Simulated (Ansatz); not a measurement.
# AlBGeH (quartet): from Hartree-Fock to the top rungs at distance Al1–H4 = 1.914 Å, cc-pVDZ

One table from this session's results is given with a row withheld; the runs are named, their logs left out.

Program: Ansatz 0.2.0, Gaussian basis. Level of theory: cc-pVDZ, core rule «outside noble gas», up to 20 orbitals frozen. These are calculated values, not measurements.

The runs, in order: UHF; CCSD(T) on ROHF; CCSD(T) on UHF; BCCD(T) on ROHF; CISD; CCSDT(Q) on ROHF; CCSDT(Q) on UHF; CASSCF and MRCISD+Q, 5 electrons in 5 orbitals; CASSCF and NEVPT2, 5 electrons in 5 orbitals.

20 further runs of the same task are left out: 2 for a mislabelled method, 14 that didn't finish, 4 set aside as unsound or not needed.

### The geometry

The geometry derives from a PBE0/def2-TZVP stationary point (not a proven minimum). One bond is set to the value named and the two fragments are kept rigid. No spin-orbit coupling is included. The filled d shell of Ge may be among the frozen orbitals whatever the setting's name suggests; the logs give the count.

4 atoms, charge 0, spin multiplicity 4.

Atoms are counted from 1 here; the program's logs count them from 0.

Bond lengths: Al1–Ge2 2.450 Å, Al1–B3 2.202 Å, Al1–H4 1.914 Å, Ge2–B3 2.069 Å. Angles: Ge2–Al1–B3 52.5°, Ge2–Al1–H4 171.3°, B3–Al1–H4 136.2°, Al1–Ge2–B3 57.6°, Al1–B3–Ge2 69.9°.

The first run:

Contents of in.yaml:

```yaml
crystal:
  periodic: [false, false, false]
  atoms:
    - {symbol: Al, position_ang: [0.000000, 0.225814, 1.702989]}
    - {symbol: Ge, position_ang: [0.000000, 0.141160, -0.745347]}
    - {symbol: B, position_ang: [0.000000, -1.566184, 0.423686]}
    - {symbol: H, position_ang: [0.000000, 0.580773, 3.583787]}
basis:
  gaussian: {orbitals: cc-pVDZ}
magnetization: {spin_polarized: true, initial_magnetization: 3}
hamiltonian: {xc: hf}
output: {orbitals: {seedname: orbitals}}
```

Command:

```
$ ansatz run in.yaml --threads 1 --pin off --events-out ev --progress --plain --max-ram 2393MiB
```

Steps of the session up to this table: UHF; CCSD(T) on ROHF; CCSD(T) on UHF; BCCD(T) on ROHF; CISD; CCSDT(Q) on ROHF; CCSDT(Q) on UHF; CASSCF and MRCISD+Q, 5 electrons in 5 orbitals; CASSCF and NEVPT2, 5 electrons in 5 orbitals.

One of the session's tables, all rows but one given; the rest of the session is left out.

```
       method  from UCCSDT(Q) (meV)
         ROHF               +6493.4
          UHF               +6338.2
         RMP2               +1415.0
         UMP2               +1445.5
         CISD                +996.9
        RCCSD                +426.1
        UCCSD                +418.0
     RCCSD(T)                 +91.3
     UCCSD(T)                 +89.4
      BCCD(T)                 +87.1
       RCCSDT                 +34.0
       UCCSDT                     ?
    RCCSDT(Q)                  +4.4
    UCCSDT(Q)                     0
  CASSCF pair               +5950.7
  NEVPT2 pair               +1424.7
  MRCISD pair                +945.5
MRCISD+Q pair                +197.5
```

Q: Estimate the row for UCCSDT from the others.

As computed: from UCCSDT(Q) (meV): +30.3. In the column «from UCCSDT(Q) (meV)» it lies between RCCSDT(Q) (+4.4) and RCCSDT (+34.0).

To keep in mind: Restricted and unrestricted rows rest on different reference determinants; where their highest levels disagree by more than a few hundredths of an eV, they describe different states and don't form one ladder.
